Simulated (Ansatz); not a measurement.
# CH₅SSn radical: how energies converge with the basis set

Aim: see how fast density functionals converge with the basis set for CH₅SSn radical.

The runs use Ansatz 0.2.0, Gaussian basis; one geometry, several basis sets.

The runs, in order: PBE0-D4/def2-SVP; ωB97M-V/def2-SVP; PBE0-D4/def2-QZVPP; ωB97M-V/def2-QZVPP; the functionals' def2-TZVPP values are taken from earlier runs.

## Step 1: The geometry

The geometry comes from an earlier relaxation with PBE0-D4 in a triple-zeta def2 set; it is a stationary point, not always the lowest conformer. Sn takes the def2 core potential; no spin-orbit term is included.

SMILES `C[S][SnH2]`, 8 atoms, charge 0, spin multiplicity 2.

Atoms are counted from 1 here; the program's logs count them from 0.

Bond lengths: C1–S2 1.815 Å, C1–H4 1.090 Å, C1–H5 1.090 Å, C1–H6 1.090 Å, S2–Sn3 2.402 Å, Sn3–H7 1.731 Å, Sn3–H8 1.723 Å. Angles: S2–C1–H4 111.2°, S2–C1–H5 111.4°, S2–C1–H6 106.6°, H4–C1–H5 109.9°, H4–C1–H6 108.6°, H5–C1–H6 108.8°, C1–S2–Sn3 100.8°, S2–Sn3–H7 106.1°, S2–Sn3–H8 104.6°, H7–Sn3–H8 110.0°.

## Step 2: PBE0-D4 in def2-SVP

in.yaml

```yaml
crystal:
  periodic: [false, false, false]
  atoms:
    - {symbol: C, position_ang: [-0.678899, 1.155494, -0.442602]}
    - {symbol: S, position_ang: [-0.981253, -0.130389, 0.801592]}
    - {symbol: Sn, position_ang: [0.670733, -1.758718, 0.178994]}
    - {symbol: H, position_ang: [-0.974033, 0.820151, -1.436370]}
    - {symbol: H, position_ang: [0.366112, 1.464795, -0.450158]}
    - {symbol: H, position_ang: [-1.296840, 2.009761, -0.165405]}
    - {symbol: H, position_ang: [2.127326, -0.872502, -0.120933]}
    - {symbol: H, position_ang: [0.858954, -2.745592, 1.579082]}
basis:
  gaussian: {orbitals: def2-SVP}
magnetization: {spin_polarized: true, initial_magnetization: 1}
hamiltonian: {xc: pbe0, dispersion: d4}
output: {orbitals: {seedname: orbitals}}
```

After this run come: ωB97M-V in def2-SVP; PBE0-D4 in def2-QZVPP; ωB97M-V in def2-QZVPP.

Before running them: what should the planned runs give, taken together? Wanted: PBE0-D4: double and triple zeta above quadruple; ωB97M-V: double and triple zeta above quadruple.

**Answer**, as computed:

| quantity | value |
| --- | --- |
| PBE0-D4: double and triple zeta above quadruple | 5.72, 0.45 eV |
| ωB97M-V: double and triple zeta above quadruple | 5.81, 0.44 eV |

What this shows: For PBE0-D4 the step from double to triple zeta gains 5.28 eV and the next only 0.45 eV. Total energies overstate the basis error of differences, where much of it tends to cancel.
